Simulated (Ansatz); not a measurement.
# ClH5OSiZn: the cost of one run

Method: RKS PBE/def2-SVP, in Ansatz 0.2.0.

## Step 1: The starting structure

Bond lengths: Zn1–O2 2.140 Å, O2–H3 1.010 Å, Zn1–Cl4 2.240 Å, Zn1–Si5 2.630 Å, Si5–H6 1.460 Å, Si5–H7 1.460 Å, Si5–H8 1.460 Å, Si5–H9 1.690 Å. Angles: Zn1–O2–H3 109.5°, O2–Zn1–Cl4 180.0°, O2–Zn1–Si5 71.6°, Cl4–Zn1–Si5 108.4°, Zn1–Si5–H6 109.5°, Zn1–Si5–H7 109.5°, Zn1–Si5–H8 109.5°, Zn1–Si5–H9 61.5°, H6–Si5–H7 109.4°, H6–Si5–H8 109.4°, H6–Si5–H9 82.2°, H7–Si5–H8 109.4°, H7–Si5–H9 167.8°, H8–Si5–H9 68.7°.

Structure file:

```xyz
9

Zn    0.0000    0.0000    0.0000
O     0.0000    0.0000    2.1400
H    -0.9095   -0.2814    2.4771
Cl    0.0000    0.0000   -2.2400
Si    2.4070    0.6598    0.8293
H     3.0436   -0.4987    1.4492
H     3.2089    1.1050   -0.3067
H     2.3068    1.7400    1.8064
H     1.2172    0.3337    1.9837
```

## Step 2: A restrained relaxation towards end A

Springs on the bonds that form and break draw the guess towards this end; the thresholds are loose.

input.yaml reads:

```yaml
crystal:
  periodic: [false, false, false]
  atoms:
    - { symbol: Zn, position_ang: [0.0, 0.0, 0.0] }
    - { symbol: O, position_ang: [0.0, 0.0, 2.14] }
    - { symbol: H, position_ang: [-0.9095, -0.2814, 2.4771] }
    - { symbol: Cl, position_ang: [0.0, 0.0, -2.24] }
    - { symbol: Si, position_ang: [2.407, 0.6598, 0.8293] }
    - { symbol: H, position_ang: [3.0436, -0.4987, 1.4492] }
    - { symbol: H, position_ang: [3.2089, 1.105, -0.3067] }
    - { symbol: H, position_ang: [2.3068, 1.74, 1.8064] }
    - { symbol: H, position_ang: [1.2172, 0.3337, 1.9837] }
basis:
  gaussian: { orbitals: def2-SVP }
hamiltonian:
  xc: pbe
relax:
  f_tol: 0.15
  max_steps: 25
  restrain:
    - { distance: [0, 4], at: 3.53, k: 30.0 }
    - { distance: [8, 1], at: 2.21, k: 30.0 }
    - { distance: [0, 1], at: 1.79, k: 30.0 }
    - { distance: [8, 4], at: 1.46, k: 30.0 }
```

Started as:

```sh
$ ansatz run input.yaml --threads 2 --pin off --max-ram 3072MiB --backend cpu --events-out ev --progress --plain --runs-dir out
```

What time and memory should one allow on 2 threads of Arm Neoverse V1, shared host?

About 26 s, with a peak of 0.15 GiB.
